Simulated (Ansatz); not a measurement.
# MgH2: the band gap up the ladder of functionals

One table from this session's results is given with a row withheld; the runs are named, their logs left out.

The runs shown are made with Ansatz 0.2.0. PAW datasets, plane waves. No spin polarisation and no zero-point or thermal motion.

## The cell

The cell was relaxed beforehand with r2SCAN.

The symmetry is P4_2/mnm (No. 136, tetragonal); a = 4.485 Å, c = 2.996 Å in the conventional setting, 10.05 Å³ an atom. Mg has 6 H at 1.93–1.94 Å; H has 3 Mg at 1.93–1.94 Å.

Coordinates:

```cif
data_structure
_symmetry_space_group_name_H-M 'P4_2/mnm'
_symmetry_Int_Tables_number 136
_cell_length_a 4.4849
_cell_length_b 4.4849
_cell_length_c 2.9965
_cell_angle_alpha 90.000
_cell_angle_beta 90.000
_cell_angle_gamma 90.000
_cell_volume 60.27
loop_
_atom_site_label
_atom_site_type_symbol
_atom_site_symmetry_multiplicity
_atom_site_Wyckoff_symbol
_atom_site_fract_x
_atom_site_fract_y
_atom_site_fract_z
_atom_site_occupancy
Mg1 Mg 2 a 0.00000 0.00000 0.00000 1
H1 H 4 f 0.30468 0.30468 0.00000 1
```

Set-up of the first run:

Input file input.yaml:

```yaml
crystal:
  lattice:
    - [4.4848772627, 0.0, 0.0]
    - [0.0, 4.4848772627, 0.0]
    - [0.0, 0.0, 2.9964754819]
  atoms:
    - { symbol: Mg, position: [0.0, 0.0, 0.0] }
    - { symbol: Mg, position: [0.5, 0.5, 0.5] }
    - { symbol: H, position: [0.3046815063, 0.3046815063, 0.0] }
    - { symbol: H, position: [0.1953184937, 0.8046815063, 0.5] }
    - { symbol: H, position: [0.8046815063, 0.1953184937, 0.5] }
    - { symbol: H, position: [0.6953184937, 0.6953184937, 0.0] }
kpoints:
  mp_grid: { grid: [6, 6, 8] }
  band_path:
    path:
      - [[0.0, 0.0, 0.0], [-1.309455975907e-51, 0.5, 0.0], [0.5, 0.5, 0.0], [0.0, 0.0, 0.0], [0.0, 0.0, 0.5], [-1.309455975907e-51, 0.5, 0.5], [0.5, 0.5, 0.5], [0.0, 0.0, 0.5]]
      - [[-1.309455975907e-51, 0.5, 0.0], [-1.309455975907e-51, 0.5, 0.5]]
      - [[0.5, 0.5, 0.0], [0.5, 0.5, 0.5]]
    npoints: 10
hamiltonian:
  xc: pbe
scf:
  occupations: { method: fermi_dirac, width: 0.02 }
  n_extra_bands: 5
output:
  forces: true
  stress: true
  eigenvalues: true
  write_density: true
  write_potential: true
  elf: true
  volumetric_format: npy
```

Command:

```bash
> ansatz run input.yaml --threads 4 --pin off --max-ram 7372MiB --backend cpu --events-out ev --progress --plain --runs-dir out
```

Among the steps run: PBE bands along the symmetry lines; r2SCAN at the same geometry; HSE06 at the same geometry; Single point with PBE0; Single point with LDA; DDH-PBE0 at the same geometry; Single point with LC-ωPBE.

One of the session's tables, all rows but one given; the rest of the session is left out.

| level | gap (eV) |
| --- | --- |
| PBE | 3.76 |
| r2SCAN | 4.38 |
| HSE06 | 4.84 |
| PBE0 | 5.57 |
| LDA | ? |
| DDH-PBE0 | 5.58 |
| LC-ωPBE | 10.24 |

**Question.** Estimate the row for LDA.

As computed: gap (eV): 3.38. In the column «gap (eV)» it is the lowest.

Meshes: PBE 6×6×8, r2SCAN 6×6×8, HSE06 4×4×6, PBE0 4×4×6, LDA 6×6×8, DDH-PBE0 4×4×6, LC-ωPBE 4×4×6.

What this shows: LDA gives the least gap, 3.38 eV, and LC-ωPBE the largest, 10.24 eV. Against HSE06, PBE is short by 1.08 eV, at 78 % of it, and r2SCAN 90 %. PBE0 lies 0.73 eV above HSE06, which differs from it by screening the long-range exchange.

Caveats from the session: Warnings in the runs' records: stress scf threshold loose, stress exchange threshold loose.
